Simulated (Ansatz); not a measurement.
**SiGeH5 radical: a ladder of functionals and wavefunction methods**

The task here is to estimate one member of a computed series from the others.

Method: functionals in def2-TZVPP, the program's frozen cores in correlated methods; program: Ansatz 0.2.0, Gaussian basis.

The runs, in order: LDA (SPW92), PBE-D4, revPBE-D4, BLYP-D4, r2SCAN-D4, B97M-V, PBE0-D4, B3LYP-D4, r2SCANh-D4, r2SCAN0-D4, HSE06-D4, BHLYP-D4, CAM-B3LYP-D4, LC-ωPBE, ωB97X-V, ωB97M-V, B2PLYP, PBE-QIDH; CCSD(T)/def2-SVP; CCSD(T)/def2-TZVPP; MP2/def2-QZVPP; extrapolation to the limit; RPA on PBE.

### Structure used throughout

All runs share one geometry, relaxed beforehand with PBE0-D4 in a triple-zeta def2 set.

SMILES `[SiH2][GeH3]`, 7 atoms, charge 0, spin multiplicity 2.

Atoms are counted from 1 here; the program's logs count them from 0.

Bond lengths: Si1–Ge2 2.371 Å, Si1–H3 1.489 Å, Si1–H4 1.489 Å, Ge2–H5 1.537 Å, Ge2–H6 1.541 Å, Ge2–H7 1.537 Å. Angles: Ge2–Si1–H3 113.4°, Ge2–Si1–H4 113.3°, H3–Si1–H4 109.6°, Si1–Ge2–H5 109.6°, Si1–Ge2–H6 112.0°, Si1–Ge2–H7 109.7°, H5–Ge2–H6 108.4°, H5–Ge2–H7 108.7°, H6–Ge2–H7 108.4°.

Coordinates:

```xyz
7
GeH5Si
Si   -0.0947   -1.4236   -0.1634
Ge    0.2887    0.9147   -0.0977
H     0.1732   -2.1034    1.1339
H    -1.4564   -1.7847   -0.6454
H     0.0371    1.5171   -1.4890
H    -0.6338    1.6229    0.9132
H     1.7469    1.1891    0.3027
```

The first run:

in.yaml

```yaml
crystal:
  periodic: [false, false, false]
  atoms:
    - {symbol: Si, position_ang: [-0.094668, -1.423641, -0.163423]}
    - {symbol: Ge, position_ang: [0.288734, 0.914732, -0.097681]}
    - {symbol: H, position_ang: [0.173227, -2.103391, 1.133895]}
    - {symbol: H, position_ang: [-1.456366, -1.784714, -0.645368]}
    - {symbol: H, position_ang: [0.037085, 1.517085, -1.489004]}
    - {symbol: H, position_ang: [-0.633841, 1.622932, 0.913192]}
    - {symbol: H, position_ang: [1.746931, 1.189097, 0.302690]}
basis:
  gaussian: {orbitals: def2-TZVPP}
magnetization: {spin_polarized: true, initial_magnetization: 1}
hamiltonian: {xc: lda}
output: {orbitals: {seedname: orbitals}}
```

Steps of the session up to this table: LDA; PBE-D4 (GGA); revPBE-D4 (GGA); BLYP-D4 (GGA); r2SCAN-D4 (meta-GGA); B97M-V (meta-GGA); PBE0-D4 (hybrid); B3LYP-D4 (hybrid); r2SCANh-D4 (hybrid); r2SCAN0-D4 (hybrid); HSE06-D4 (hybrid); BHLYP-D4 (hybrid); CAM-B3LYP-D4 (range-separated); LC-ωPBE-D4 (range-separated; the results give it without D4); ωB97X-V (range-separated); ωB97M-V (range-separated); B2PLYP (double hybrid); PBE-QIDH (double hybrid).

One of the session's tables, all rows but one given; the rest of the session is left out.

It belongs to the step «Orbital energies across the functionals». 

```
  functional  HOMO (eV)  LUMO (eV)  gap (eV)
 LDA (SPW92)      -5.16      -4.00      1.16
      PBE-D4      -5.21      -3.58      1.63
   revPBE-D4      -5.20      -3.44      1.76
     BLYP-D4      -4.97      -3.60      1.37
   r2SCAN-D4          ?          ?         ?
      B97M-V      -5.34      -3.79      1.55
     PBE0-D4      -6.27      -2.68      3.59
    B3LYP-D4      -5.96      -3.06      2.90
  r2SCANh-D4      -5.96      -2.84      3.11
  r2SCAN0-D4      -6.53      -2.41      4.12
    HSE06-D4      -5.87      -3.06      2.81
    BHLYP-D4      -7.08      -1.89      5.18
CAM-B3LYP-D4      -7.40      -1.79      5.61
     LC-ωPBE      -8.85      -0.38      8.46
     ωB97X-V      -8.32      -0.93      7.39
     ωB97M-V      -7.97      -1.07      6.90
```

Estimate the missing values for r2SCAN-D4.

Worked estimate for «HOMO (eV)». Against the share of exact exchange, r2SCANh-D4 (0.1, -5.96), r2SCAN0-D4 (0.25, -6.53) give a slope of -3.80 per unit share; at 0 the line stands at -5.58.

As computed: HOMO (eV): -5.58; LUMO (eV): -3.14; gap (eV): 2.44. In «HOMO (eV)» the line misses by 0.00.
